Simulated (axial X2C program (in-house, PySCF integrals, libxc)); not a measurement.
# ISe: bond curves with and without spin–orbit coupling

Aim: find the lowest determinant of ISe, scan the bond at several levels and fit the constants, once spin-free and once with spin–orbit coupling.

Program: an in-house X2C program for linear molecules on PySCF integrals. Level of theory: all-electron X2C, I dyall-cv3z, Se dyall-cv3z. These are calculated values, not measurements.

## 1. Input

task.json reads:

```json
{
 "zs": [
  53,
  34
 ],
 "q": 0,
 "bas": [
  "dyall-cv3z",
  "dyall-cv3z"
 ],
 "levels": [
  "PBE0",
  "HF",
  "TPSS"
 ],
 "cc": true,
 "r0": 2.49,
 "thr": -2.0,
 "nmax": 90,
 "npts": 10,
 "nst": 2,
 "ntry": 6
}
```

Keys: zs atomic numbers; q charge; bas basis sets; levels methods (HF also brings MP2); cc coupled cluster on or off; r0 starting distance in Å; thr threshold in hartree for freezing inner shells (an s shell follows its p shell); nmax most natural virtual spinors; npts points asked for on the curve; nst determinants followed; ntry starts of the search.

Run with:

```sh
> python so2c.py task.json out
```

Spin-free means the one-electron spin-free X2C Hamiltonian; two-component (2c) means X2C with spin–orbit coupling and atomic mean-field two-electron Coulomb and Gaunt terms. Basis: I dyall-cv3z contracted to [11s12p8d4f1g], Se dyall-cv3z contracted to [8s9p6d4f1g]; Gaussian nuclei, density fitting. Masses: I 126.904 u, Se 79.917 u.

Notation: σ, π±, δ± give the projection m of an orbital's angular momentum (0, ±1, ±2), α and β its spin, Λ and M_S the sums; ω is the projection of a spinor's total angular momentum and Ω the sum. Logs are in hartree.

The results follow Hamiltonian by Hamiltonian and level by level.

## 2. Search for the lowest determinant

Determinants are compared with PBE0 at 2.490 Å.

Spin-free determinants:

| ΔE (eV) | state | open shells |
| --- | --- | --- |
| 0.00 | M_S = 1/2, Λ = 1 | beyond closed shells: π+α, π+β, π-α |
| 1.62 | M_S = 3/2, Λ = 0 | beyond closed shells: σα, π+α, π-α |
| 2.05 | M_S = 1/2, Λ = 0 | beyond closed shells: σβ, π+α, π-α |
| 2.54 | M_S = 1/2, Λ = 0 | beyond closed shells: σα, π+β, π-α |
| 2.54 | M_S = 1/2, Λ = 2 | beyond closed shells: σα, π+α, π+β |

Two-component determinants:

```tsv
ΔE (eV)	state	open shells
0.00	Ω = 3/2	excess of +ω over −ω: ω = 3/2
0.32	Ω = 1/2	excess of +ω over −ω: ω = 1/2
2.21	Ω = 1/2	excess of +ω over −ω: 2 × ω = -1/2, ω = 3/2
2.33	Ω = 1/2	excess of +ω over −ω: ω = 1/2
2.67	Ω = 5/2	excess of +ω over −ω: 2 × ω = 1/2, ω = 3/2
3.56	Ω = 7/2	excess of +ω over −ω: ω = 1/2, 2 × ω = 3/2
3.96	Ω = 5/2	excess of +ω over −ω: ω = -1/2, 2 × ω = 3/2
```

## 3. PBE0, spin-free

State followed: M_S = 1/2, Λ = 1 (beyond closed shells: π+α, π+β, π-α). The scan is laid around 2.450 Å, a first estimate of the minimum, and this SCF restarts from the orbitals of the search.

The SCF at the reference distance of 2.450 Å:

```text
spin-free X2C-1e  PBE0
basis functions 226  fitting functions 1218  grid points 5803
iter        total energy     max residual
   1      -9544.714157704     1.05e+00
   2      -9545.019154168     5.33e-03
   3      -9545.018838072     8.86e-03
   4      -9545.019694353     9.33e-04
   5      -9545.019715125     5.48e-04
   6      -9545.019725410     1.25e-04
   7      -9545.019726058     3.88e-05
   8      -9545.019726096     1.29e-05
   9      -9545.019726105     7.36e-06
  10      -9545.019726109     1.06e-06
  11      -9545.019726109     4.36e-07
converged
one-electron -13910.69413150  Coulomb 4247.74490104  exact exchange -66.78903676  xc functional -204.49669729  nuclear repulsion 389.21523840
```

Along the bond, energies from the lowest point:

| R (Å) | E (eV) | μ (D) | HOMO (eV) | LUMO (eV) | iterations |
| --- | --- | --- | --- | --- | --- |
| 2.131 | 1.0652 | -0.95 | -5.94 | -4.05 | 11 |
| 2.229 | 0.4250 | -0.83 | -6.12 | -4.21 | 11 |
| 2.303 | 0.1604 | -0.72 | -6.25 | -4.32 | 11 |
| 2.377 | 0.0301 | -0.59 | -6.37 | -4.42 | 11 |
| 2.450 | 0.0000 | -0.45 | -6.49 | -4.51 | 11 |
| 2.536 | 0.0568 | -0.28 | -6.62 | -4.61 | 11 |
| 2.622 | 0.1828 | -0.10 | -6.73 | -4.70 | 12 |
| 2.732 | 0.4097 | 0.12 | -6.87 | -4.80 | 12 |
| 2.866 | 0.7396 | 0.38 | -7.01 | -4.89 | 13 |
| 3.062 | 1.2408 | 0.67 | -7.16 | -4.96 | 13 |

Dipoles are positive if Se is the positive end.

Outer orbitals at the reference distance:

| symmetry | occupied | ε (eV) | atomic character |
| --- | --- | --- | --- |
| σα | yes | -21.45 | 45% Se s, 44% I s, 4% Se p |
| σβ | yes | -21.02 | 54% I s, 35% Se s, 5% Se p |
| σα | yes | -18.39 | 44% I s, 42% Se s, 6% I p |
| σβ | yes | -17.71 | 51% Se s, 35% I s, 8% I p |
| σα | yes | -10.44 | 48% I p, 43% Se p, 4% Se s |
| σβ | yes | -10.24 | 48% I p, 41% Se p, 6% Se s |
| π+α | yes | -9.32 | 58% I p, 39% Se p |
| π-α | yes | -9.32 | 58% I p, 39% Se p |
| π+β | yes | -8.97 | 70% I p, 28% Se p |
| π-β | yes | -8.63 | 78% I p, 19% Se p |
| π+α | yes | -7.15 | 58% Se p, 39% I p |
| π-α | yes | -7.15 | 58% Se p, 39% I p |
| π+β | yes | -6.49 | 69% Se p, 28% I p, 2% I d |
| π-β | no | -4.51 | 77% Se p, 19% I p, 3% I d |
| σα | no | -2.62 | 38% Se p, 35% I p, 12% I d |
| σβ | no | -2.39 | 40% Se p, 33% I p, 13% I d |
| σα | no | 2.74 | 51% I s, 22% Se s, 12% I d |

PBE0 fields in the half plane through the axis: z from -2.4 to 4.8 Å across, distance from the axis 0.15 to 2.25 Å upwards; I lies at z = 0 and Se at z = 2.450 Å; the ELF is damped to zero where the density is low.

log10 density (e/bohr³). Ten even steps from '0' (-4.57 ) to '9' (1.84 ):
```
0011222222222222222211100
0112233333332233333221100
0122333444333333333332110
1123344444444444444432211
1223445555544445555443211
1233455666555555555543221
1234456777655556766543321
1234556898655567986544321
```

ELF. Ten even steps from ' ' (0.00 ) to '@' (0.86 ):
```
        ..::======--..        ..::--::..          
      ..--++######**--..    ..--++**++==::        
    ..--++##%%@@@@%%**::....--**%%%%%%**==::      
    ..==##%%@@@@@@@@##==::::++%%@@@@@@%%**--..    
    ::++##@@@@%%%%%%##**====##%%@@@@@@@@##==..    
    ::++##%%**------==********++==++%%@@##==..    
    ::++##++--**%%**::++##**--::++----####==..    
    ::++**====##%%##==--##**..##::@@::++**==..    
```

Re = 2.440 Å, ωe = 280.6 cm⁻¹, ωexe = 0.631 cm⁻¹, Be = 0.05776 cm⁻¹, De = 2.29 eV, μ = -0.47 D.

## 4. HF, spin-free

The SCF at the reference distance of 2.450 Å:

```text
spin-free X2C-1e  HF
basis functions 226  fitting functions 1218  grid points 5803
iter        total energy     max residual
   1      -9540.890139095     2.69e-01
   2      -9540.923720884     7.67e-03
   3      -9540.925461620     4.11e-03
   4      -9540.925966455     2.85e-03
   5      -9540.926265873     2.27e-03
   6      -9540.926477467     1.06e-03
   7      -9540.926520833     4.10e-04
   8      -9540.926527565     1.38e-04
   9      -9540.926528910     9.06e-05
  10      -9540.926529469     6.45e-05
  11      -9540.926530015     3.72e-05
  12      -9540.926530360     1.51e-05
  13      -9540.926530418     4.58e-06
  14      -9540.926530421     1.26e-06
  15      -9540.926530421     5.00e-07
converged
one-electron -13909.52431726  Coulomb 4246.66776206  exact exchange -267.28521362  xc functional 0.00000000  nuclear repulsion 389.21523840
```

Re = 2.473 Å, ωe = 271.5 cm⁻¹, ωexe = 1.47 cm⁻¹, Be = 0.0562 cm⁻¹, De = 0.574 eV, μ = 0.21 D.

## 5. TPSS, spin-free

The SCF at the reference distance of 2.450 Å:

```text
spin-free X2C-1e  TPSS
basis functions 226  fitting functions 1218  grid points 5803
iter        total energy     max residual
   1      -9545.278012224     1.75e-01
   2      -9545.279916393     8.60e-03
   3      -9545.274585646     1.41e-02
   4      -9545.278083298     1.14e-02
   5      -9545.281158592     3.23e-04
   6      -9545.281160541     1.75e-04
   7      -9545.281161052     4.19e-05
   8      -9545.281161068     2.33e-05
   9      -9545.281161076     1.57e-06
  10      -9545.281161076     1.52e-06
converged
one-electron -13909.57893663  Coulomb 4246.57357111  exact exchange 0.00000000  xc functional -271.49103395  nuclear repulsion 389.21523840
```

Re = 2.458 Å, ωe = 270.0 cm⁻¹, ωexe = 0.639 cm⁻¹, Be = 0.05689 cm⁻¹, De = 2.44 eV, μ = -0.69 D.

## 6. MP2 and beyond, spin-free

Correlated methods: 13 electrons correlated (frozen shells, counted by type: I 4 s, 3 p, 2 d; Se 3 s, 2 p, 1 d), 261 virtual spinors in MP2, 90 natural virtuals in coupled cluster.

Output of the correlated part at 2.450 Å:

```text
correlated 13  virtual 261  natural virtual 90  E(MP2) -0.273461454  MP2 remainder -0.011134308
iter   CCSD correlation   residual
   1     -0.282707555   1.17e-01
   2     -0.290672242   4.39e-02
   3     -0.292006624   2.04e-02
   4     -0.292217748   1.17e-02
   5     -0.292407278   6.01e-03
   6     -0.292431873   2.24e-03
   7     -0.292442256   6.81e-04
   8     -0.292444461   2.18e-04
   9     -0.292442802   8.25e-05
  10     -0.292443430   3.32e-05
  11     -0.292443397   1.17e-05
  12     -0.292443545   4.26e-06
  13     -0.292443535   1.70e-06
(T) -0.012913058  T1 0.0321  D1 0.1066  max T2 0.104
```

T1 in the output is the amplitude norm over the root of the electron number; divide by √2 for the Lee–Taylor value.

MP2: No constants are quoted: the reference is strongly spin-contaminated.

CCSD: Re = 2.470 Å, ωe = 265.6 cm⁻¹, Be = 0.05634 cm⁻¹, De = 1.83 eV. T1 at Re = 0.023 (Lee–Taylor, the printed value over √2).

CCSD(T): Re = 2.473 Å, ωe = 263.6 cm⁻¹, Be = 0.05622 cm⁻¹, De = 1.98 eV. T1 at Re = 0.023 (Lee–Taylor, the printed value over √2).

## 7. A higher determinant, spin-free

State: M_S = 3/2, Λ = 0 (beyond closed shells: σα, π+α, π-α).

Output at the reference distance:

```text
spin-free X2C-1e  PBE0
basis functions 226  fitting functions 1218  grid points 5803
iter        total energy     max residual
   1      -9544.590977961     1.25e+00
   2      -9544.953995737     6.88e-03
   3      -9544.953331413     1.12e-02
   4      -9544.954704498     1.77e-03
   5      -9544.954799217     7.84e-04
   6      -9544.954820297     1.52e-04
   7      -9544.954821375     4.63e-05
   8      -9544.954821414     1.46e-05
   9      -9544.954821424     1.06e-05
  10      -9544.954821429     1.42e-06
  11      -9544.954821429     8.17e-07
converged
one-electron -13910.86368924  Coulomb 4248.00933990  exact exchange -66.79681027  xc functional -204.51890023  nuclear repulsion 389.21523840
```

| R (Å) | E above the lowest PBE0 point (eV) |
| --- | --- |
| 2.131 | 4.107 |
| 2.229 | 3.060 |
| 2.303 | 2.494 |
| 2.377 | 2.072 |
| 2.450 | 1.766 |
| 2.536 | 1.524 |
| 2.622 | 1.377 |
| 2.732 | 1.292 |
| 2.866 | 1.298 |

No constants are quoted: too few points lie around the minimum for a second fit to confirm the first.

## 8. The spin-free curves together

Energy (eV) of the followed determinant, spin-free, from each level's lowest point:

| R (Å) | PBE0 | HF | MP2 (spin-contaminated) | CCSD | CCSD(T) | TPSS |
| --- | --- | --- | --- | --- | --- | --- |
| 2.131 | 1.065 | 1.265 | 1.130 | n/a | n/a | 1.144 |
| 2.229 | 0.425 | 0.554 | 0.464 | 0.528 | 0.535 | 0.480 |
| 2.303 | 0.160 | 0.242 | 0.185 | 0.226 | 0.230 | 0.198 |
| 2.377 | 0.030 | 0.068 | 0.042 | 0.062 | 0.064 | 0.049 |
| 2.450 | 0.000 | 0.000 | 0.000 | 0.000 | 0.000 | 0.000 |
| 2.536 | 0.057 | 0.019 | 0.046 | 0.023 | 0.020 | 0.035 |
| 2.622 | 0.183 | 0.109 | 0.181 | 0.118 | 0.112 | 0.140 |
| 2.732 | 0.410 | 0.265 | 0.534 | 0.324 | 0.312 | 0.340 |
| 2.866 | 0.740 | 0.417 | 0.986 | n/a | n/a | 0.640 |
| 3.062 | 1.241 | 0.550 | 1.412 | n/a | n/a | 1.111 |

## 9. PBE0, 2c

State followed: Ω = 3/2 (excess of +ω over −ω: ω = 3/2). The scan is laid around 2.450 Å, a first estimate of the minimum, and this SCF restarts from the orbitals of the search.

The SCF at the reference distance of 2.450 Å:

```text
two-component X2C + atomic mean field  PBE0
basis functions 226  fitting functions 1218  grid points 5803
iter        total energy     max residual
   1      -9540.922758334     1.05e+00
   2      -9541.229153355     5.35e-03
   3      -9541.228812744     8.91e-03
   4      -9541.229695420     9.36e-04
   5      -9541.229719493     5.73e-04
   6      -9541.229730740     1.29e-04
   7      -9541.229731435     3.99e-05
   8      -9541.229731477     1.34e-05
   9      -9541.229731489     8.05e-06
  10      -9541.229731494     1.16e-06
  11      -9541.229731494     4.72e-07
converged
one-electron -13899.80243585  Coulomb 4245.72437777  exact exchange -66.75250923  xc functional -204.39149625  nuclear repulsion 389.21523840  atomic mean-field constant -5.22290633
```

Along the bond, energies from the lowest point:

| R (Å) | E (eV) | μ (D) | HOMO (eV) | LUMO (eV) | iterations |
| --- | --- | --- | --- | --- | --- |
| 2.131 | 1.0719 | -1.09 | -6.10 | -3.83 | 11 |
| 2.229 | 0.4294 | -0.98 | -6.27 | -4.00 | 11 |
| 2.303 | 0.1634 | -0.88 | -6.39 | -4.11 | 11 |
| 2.377 | 0.0317 | -0.76 | -6.51 | -4.22 | 11 |
| 2.450 | 0.0000 | -0.63 | -6.62 | -4.31 | 11 |
| 2.536 | 0.0545 | -0.46 | -6.74 | -4.42 | 11 |
| 2.622 | 0.1773 | -0.29 | -6.85 | -4.50 | 12 |
| 2.732 | 0.3986 | -0.08 | -6.97 | -4.60 | 13 |
| 2.866 | 0.7182 | 0.15 | -7.09 | -4.69 | 14 |
| 3.062 | 1.1950 | 0.38 | -7.20 | -4.83 | 16 |

Dipoles are positive if Se is the positive end.

Outer spinors at the reference distance:

| ω | occupied | ε (eV) | atomic character | λ mixture |
| --- | --- | --- | --- | --- |
| 1/2 | yes | -21.41 | 46% I s, 43% Se s, 4% Se p | 100% σ |
| -1/2 | yes | -21.00 | 55% I s, 34% Se s, 5% Se p | 100% σ |
| 1/2 | yes | -18.36 | 44% Se s, 42% I s, 6% I p | 100% σ |
| -1/2 | yes | -17.68 | 52% Se s, 34% I s, 8% I p | 100% σ |
| 1/2 | yes | -10.51 | 52% I p, 39% Se p, 4% Se s | 94% σ, 6% π |
| -1/2 | yes | -10.33 | 55% I p, 36% Se p, 5% Se s | 89% σ, 11% π |
| -1/2 | yes | -9.51 | 59% I p, 38% Se p | 90% π, 10% σ |
| 1/2 | yes | -9.21 | 70% I p, 27% Se p | 95% π, 5% σ |
| 3/2 | yes | -9.07 | 57% I p, 41% Se p | 100% π |
| -3/2 | yes | -8.35 | 76% I p, 21% Se p | 100% π |
| -1/2 | yes | -7.29 | 64% Se p, 32% I p, 2% I d | 99% π, 1% σ |
| 3/2 | yes | -6.88 | 56% Se p, 41% I p, 2% I d | 100% π |
| 1/2 | yes | -6.62 | 73% Se p, 24% I p, 3% I d | 99% π, 1% σ |
| -3/2 | no | -4.31 | 75% Se p, 21% I p, 3% I d | 100% π |
| 1/2 | no | -2.58 | 38% Se p, 35% I p, 12% I d | 99% σ, 1% π |
| -1/2 | no | -2.35 | 40% Se p, 33% I p, 13% I d | 100% σ |
| 1/2 | no | 2.73 | 52% I s, 21% Se s, 12% I d | 100% σ |

PBE0 fields in the half plane through the axis: z from -2.4 to 4.8 Å across, distance from the axis 0.15 to 2.25 Å upwards; I lies at z = 0 and Se at z = 2.450 Å; the ELF is damped to zero where the density is low.

log10 density (e/bohr³). Ten even steps from '0' (-4.56 ) to '9' (1.84 ):
```
0011222222222222222211100
0112233333332233333221100
0122333444333333333332110
1123344444444444444432211
1223445555544445554443211
1233455666555555555543221
1234456777655556766543321
1234556898655567986544321
```

ELF. Ten even steps from '0' (0.00 ) to '9' (0.86 ):
```
0000124443100001232100000
0001357776310013565420000
0013578998621136888642000
0014789999742258999863100
0025799888764479999974100
0025786333466665458974100
0025763686257632533774100
0025644787437618292564100
```

Re = 2.441 Å, ωe = 279.1 cm⁻¹, ωexe = 0.662 cm⁻¹, Be = 0.05769 cm⁻¹, De = 2.16 eV, μ = -0.64 D.

## 10. HF, 2c

Output at 2.450 Å:

```text
two-component X2C + atomic mean field  HF
basis functions 226  fitting functions 1218  grid points 5803
iter        total energy     max residual
   1      -9537.095762934     2.69e-01
   2      -9537.129210861     7.61e-03
   3      -9537.130959454     4.02e-03
   4      -9537.131494743     2.90e-03
   5      -9537.131829365     2.39e-03
   6      -9537.132093475     1.21e-03
   7      -9537.132156475     4.91e-04
   8      -9537.132166947     1.53e-04
   9      -9537.132169082     9.98e-05
  10      -9537.132169932     7.15e-05
  11      -9537.132170800     4.42e-05
  12      -9537.132171507     1.93e-05
  13      -9537.132171707     1.18e-05
  14      -9537.132171732     7.79e-06
  15      -9537.132171740     4.30e-06
  16      -9537.132171744     2.67e-06
  17      -9537.132171745     1.70e-06
converged
one-electron -13898.62334794  Coulomb 4244.63771175  exact exchange -267.13886762  xc functional 0.00000000  nuclear repulsion 389.21523840  atomic mean-field constant -5.22290633
```

No constants are quoted: the points don't follow one smooth fit.

## 11. TPSS, 2c

Output at 2.450 Å:

```text
two-component X2C + atomic mean field  TPSS
basis functions 226  fitting functions 1218  grid points 5803
iter        total energy     max residual
   1      -9541.484917872     1.74e-01
   2      -9541.486847703     8.62e-03
   3      -9541.481564935     1.39e-02
   4      -9541.484693160     1.17e-02
   5      -9541.488036290     3.33e-04
   6      -9541.488038699     1.73e-04
   7      -9541.488039164     4.29e-05
   8      -9541.488039183     2.33e-05
   9      -9541.488039190     1.68e-06
  10      -9541.488039190     1.42e-06
converged
one-electron -13898.69460332  Coulomb 4244.56081029  exact exchange 0.00000000  xc functional -271.34657822  nuclear repulsion 389.21523840  atomic mean-field constant -5.22290633
```

Re = 2.461 Å, ωe = 267.6 cm⁻¹, ωexe = 0.666 cm⁻¹, Be = 0.05676 cm⁻¹, De = 2.39 eV, μ = -0.85 D.

## 12. MP2 and beyond, 2c

Correlated methods: 13 electrons correlated (frozen shells, counted by type: I 4 s, 3 p, 2 d; Se 3 s, 2 p, 1 d), 261 virtual spinors in MP2, 90 natural virtuals in coupled cluster.

Output of the correlated part at 2.450 Å:

```text
correlated 13  virtual 261  natural virtual 90  E(MP2) -0.273374094  MP2 remainder -0.011156339
iter   CCSD correlation   residual
   1     -0.282401992   1.17e-01
   2     -0.290336463   4.41e-02
   3     -0.291697177   2.07e-02
   4     -0.291922665   1.19e-02
   5     -0.292119118   6.10e-03
   6     -0.292143658   2.23e-03
   7     -0.292153999   6.87e-04
   8     -0.292156251   2.34e-04
   9     -0.292154396   1.04e-04
  10     -0.292155110   5.46e-05
  11     -0.292155051   2.83e-05
  12     -0.292155317   1.44e-05
  13     -0.292155241   7.38e-06
  14     -0.292155280   3.78e-06
  15     -0.292155296   1.90e-06
(T) -0.012919282  T1 0.0331  D1 0.1100  max T2 0.073
```

MP2: No constants are quoted: the reference is strongly spin-contaminated.

CCSD: Re = 2.470 Å, ωe = 265.0 cm⁻¹, Be = 0.05633 cm⁻¹, De = 1.60 eV. T1 at Re = 0.023 (Lee–Taylor, the printed value over √2).

CCSD(T): Re = 2.473 Å, ωe = 263.3 cm⁻¹, Be = 0.05621 cm⁻¹, De = 1.74 eV. T1 at Re = 0.023 (Lee–Taylor, the printed value over √2).

## 13. A higher determinant, 2c

State: Ω = 1/2 (excess of +ω over −ω: ω = 1/2).

Output at the reference distance:

```text
two-component X2C + atomic mean field  PBE0
basis functions 226  fitting functions 1218  grid points 5803
iter        total energy     max residual
   1      -9540.910570388     1.06e+00
   2      -9541.217233575     5.29e-03
   3      -9541.216966922     8.72e-03
   4      -9541.217770810     9.16e-04
   5      -9541.217786919     5.22e-04
   6      -9541.217796157     1.19e-04
   7      -9541.217796741     3.61e-05
   8      -9541.217796780     1.35e-05
   9      -9541.217796789     6.88e-06
  10      -9541.217796792     1.24e-06
  11      -9541.217796792     4.86e-07
converged
one-electron -13899.68810961  Coulomb 4245.62109692  exact exchange -66.75296451  xc functional -204.39015166  nuclear repulsion 389.21523840  atomic mean-field constant -5.22290633
```

| R (Å) | E above the lowest PBE0 point (eV) |
| --- | --- |
| 2.131 | 1.440 |
| 2.229 | 0.785 |
| 2.303 | 0.509 |
| 2.377 | 0.367 |
| 2.450 | 0.325 |
| 2.536 | 0.366 |
| 2.622 | 0.476 |
| 2.732 | 0.682 |
| 2.866 | 0.983 |

Re = 2.452 Å, ωe = 272.3 cm⁻¹, ωexe = 0.662 cm⁻¹, Be = 0.05718 cm⁻¹, μ = -0.41 D. Te = 0.33 eV.

## 14. The 2c curves together

Energy (eV) of the followed determinant, 2c, from each level's lowest point:

| R (Å) | PBE0 | HF | MP2 (spin-contaminated) | CCSD | CCSD(T) | TPSS |
| --- | --- | --- | --- | --- | --- | --- |
| 2.131 | 1.072 | 1.260 | 1.124 | n/a | n/a | 1.155 |
| 2.229 | 0.429 | 0.552 | 0.459 | 0.526 | 0.534 | 0.488 |
| 2.303 | 0.163 | 0.242 | 0.181 | 0.225 | 0.230 | 0.203 |
| 2.377 | 0.032 | 0.069 | 0.040 | 0.061 | 0.064 | 0.051 |
| 2.450 | 0.000 | 0.000 | 0.000 | 0.000 | 0.000 | 0.000 |
| 2.536 | 0.054 | 0.016 | 0.048 | 0.022 | 0.019 | 0.032 |
| 2.622 | 0.177 | 0.100 | 0.196 | 0.118 | 0.112 | 0.132 |
| 2.732 | 0.399 | 0.231 | 0.567 | 0.329 | 0.319 | 0.326 |
| 2.866 | 0.718 | 0.342 | 0.980 | n/a | n/a | 0.616 |
| 3.062 | 1.195 | 0.418 | 1.343 | n/a | n/a | 1.065 |

Time for the job: 3.2 min (1 thread of Arm Neoverse V1, shared host).

## 15. Constants

Lowest determinant that the search found at its distance, spin-free: M_S = 1/2, Λ = 1 (beyond closed shells: π+α, π+β, π-α).

Lowest determinant that the search found at its distance, 2c: Ω = 3/2 (excess of +ω over −ω: ω = 3/2).

```
Hamiltonian    level  Re (Å)  ωe (cm⁻¹)  De (eV)  μ (D)
  spin-free     PBE0   2.440      280.6     2.29  -0.47
  spin-free       HF   2.473      271.5    0.574   0.21
  spin-free     CCSD   2.470      265.6     1.83    n/a
  spin-free  CCSD(T)   2.473      263.6     1.98    n/a
  spin-free     TPSS   2.458      270.0     2.44  -0.69
         2c     PBE0   2.441      279.1     2.16  -0.64
         2c     CCSD   2.470      265.0     1.60    n/a
         2c  CCSD(T)   2.473      263.3     1.74    n/a
         2c     TPSS   2.461      267.6     2.39  -0.85
```

Dipoles are positive if Se is the positive end. No constants: spin-free MP2 (the reference is strongly spin-contaminated); 2c HF (the points don't follow one smooth fit); 2c MP2 (the reference is strongly spin-contaminated).

Time per point (s) on 1 thread of Arm Neoverse V1, shared host (2c runs; CCSD comes with the CCSD(T) run); the times are rough: PBE0 1.2, CCSD(T) 7.7, TPSS 0.82.

What this shows: At CCSD(T), going from spin-free to two-component changes Re by 0 mÅ, ωe by -0.1 %; the spin-free picture holds up (part of it comes from the scalar share of the two-electron terms). De moves by -0.24 eV; both De rest on single-determinant atoms, which can miss part of an open shell's spin–orbit lowering.

De refers to I + Se, each in the lowest determinant found, which need not be this curve's own limit. The state is a single determinant with fixed occupations, the lowest that a limited PBE0 search found. De is counted from the lowest determinant-based energies of the atoms at the same level, without counterpoise correction. Density functionals use the spin component along the axis (collinear). CCSD and (T) use frozen natural virtuals with an MP2 correction for the truncation. The meta-GGAs lack a current-density term, which matters for open shells with orbital currents, atoms included. The spin-free determinant is spin-contaminated at some levels. T1 at Re is 0.023 (Lee–Taylor), above the customary mark of 0.02.
